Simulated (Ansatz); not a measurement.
Wanted: the native input for an Ansatz 0.2.0 run.

| Property | Result |
| --- | --- |
| Task | band structure |
| Functional | RPBE |
| Potentials or basis | Ansatz PAW |
| Cutoff | 420 eV (not typed: the program's choice for these potentials) |
| k mesh | 5 × 5 × 4 |
| Occupations | fermi-dirac, width 0.05 eV |
| Spin | collinear spin, ferromagnetic start |
| Starting moments | [0.0, 0.0, 0.0, 0.0, 4.0, 4.0, 1.0, 1.0, 0.0, 0.0, 0.0, 0.0, 0.0, 0.0, 0.0, 0.0, 0.0, 0.0, 0.0, 0.0] μB |
| Path | [["G", "Y", "F", "H", "Z", "I", "F1"], ["H1", "Y1", "X", "G", "N"], ["M", "G"]] |
| Points for each segment of the path | 10 |

Crystal: NaLaMnMoO6.

```xyz
20
Lattice="3.7945 -3.8493 -0.0001 3.7945 3.8493 -0.0001 -0.0460 0.0000 8.2203" Properties=species:S:1:pos:R:3 pbc="T T T"
Na    3.7600   -0.0493    6.1651
Na    3.7830    0.0493    2.0550
La    3.7600    3.7539    6.1651
La    3.7830   -3.7539    2.0550
Mn    1.8742    1.9246    4.1101
Mn    1.8973   -1.9246    0.0000
Mo    1.8742   -1.9246    4.1101
Mo    1.8973    1.9246    0.0000
O     2.2242   -1.8899    6.0211
O     5.3188    1.8899    2.1991
O     3.7643    1.6891    4.5073
O     3.7787   -1.6891    3.7129
O     6.0251   -0.0155    4.1046
O     1.5179    0.0155    4.1155
O     2.2472    1.8899    1.9109
O     5.2958   -1.8899    6.3092
O     6.0021    0.0155    8.2147
O     1.5409   -0.0155    0.0054
O     3.7557    1.6891    7.8230
O     3.7873   -1.6891    0.3971
```

The cell was built by a generator and needn't be a form met in nature.

One way to write it, as run:

input.yaml

```yaml
crystal:
  lattice:
    - [3.79453, -3.84926, -8.0e-05]
    - [3.79453, 3.84926, -8.0e-05]
    - [-0.04604, 0.0, 8.22029]
  atoms:
    - { symbol: Na, position: [0.5064, 0.4936, 0.75] }
    - { symbol: Na, position: [0.4936, 0.5064, 0.25] }
    - { symbol: La, position: [0.01239, 0.98761, 0.75] }
    - { symbol: La, position: [0.98761, 0.01239, 0.25] }
    - { symbol: Mn, position: [0.0, 0.5, 0.5], spin: 4.0 }
    - { symbol: Mn, position: [0.5, 0.0, 0.0], spin: 4.0 }
    - { symbol: Mo, position: [0.5, 0.0, 0.5], spin: 1.0 }
    - { symbol: Mo, position: [0.0, 0.5, 0.0], spin: 1.0 }
    - { symbol: O, position: [0.54302, 0.05203, 0.73247] }
    - { symbol: O, position: [0.45698, 0.94797, 0.26753] }
    - { symbol: O, position: [0.27994, 0.71875, 0.54832] }
    - { symbol: O, position: [0.72006, 0.28125, 0.45168] }
    - { symbol: O, position: [0.79897, 0.79494, 0.49934] }
    - { symbol: O, position: [0.20103, 0.20506, 0.50066] }
    - { symbol: O, position: [0.05203, 0.54302, 0.23247] }
    - { symbol: O, position: [0.94797, 0.45698, 0.76753] }
    - { symbol: O, position: [0.79494, 0.79897, 0.99934] }
    - { symbol: O, position: [0.20506, 0.20103, 0.00066] }
    - { symbol: O, position: [0.28125, 0.72006, 0.95168] }
    - { symbol: O, position: [0.71875, 0.27994, 0.04832] }
hamiltonian:
  xc: rpbe
  pseudopotentials: { kind: paw }
magnetization:
  spin_polarized: true
kpoints:
  mp_grid: { grid: [5, 5, 4] }
  band_path:
    path:
      - [[0.0, 0.0, 0.0], [-0.4929413816, -0.4929413816, 0.0029587656], [-0.4942310206, -0.4942310206, 0.49992974], [-0.4916517426, -0.4916517426, 0.5059877912], [0.0, 0.0, 0.5], [-0.5, 0.5, 0.5], [-0.5057689794, 0.4942310206, 0.50007026]]
      - [[-0.5083482574, 0.4916517426, 0.4940122088], [-0.5070586184, 0.4929413816, -0.0029587656], [-0.5, 0.5, 0.0], [0.0, 0.0, 0.0], [-0.5, 0.0, 0.0]]
      - [[-0.5, 0.0, 0.5], [0.0, 0.0, 0.0]]
    npoints: 10
scf:
  occupations: { method: fermi_dirac, width: 0.05 }
  n_extra_bands: 50
output:
  forces: true
  stress: true
  eigenvalues: true
  fatbands: false
```

Potentials or basis: Ansatz PAW.

Command:

```sh
$ ansatz run input.yaml --threads 8 --pin off --max-ram 20480MiB --backend cpu --events-out ev --progress --plain --runs-dir out
```

It gave:

The pressure is 4.5 GPa, the largest force is 0.084 eV/Å and the band gap on the k mesh is none (metal or under the smearing width). The net moment is 6.91 μB per cell and the absolute moment is 8.55 μB per cell. The site moments are Na -0.00; La -0.01; Mn +3.09; Mo -0.18; O +0.05, +0.02 μB.

Caveat: the pressure holds a Pulay correction of +0.5 GPa for the finite cutoff; spin-orbit coupling is left out, which moves the levels of the heavy elements; semilocal functionals often make such compounds metallic where correlation or magnetic order opens a gap, which also shifts bond lengths; only a ferromagnetic start was run, and an antiferromagnetic order may lie lower in energy; the PAW data sets come from PBE, with cores solved anew for the run's functional, which leaves a small shift of forces and pressure; the starting moments weren't kept.

Run time: 45 s on 8 threads of Intel(R) Xeon(R) 6975P-C (Granite Rapids), on a shared host, peak memory 3.9 GiB.
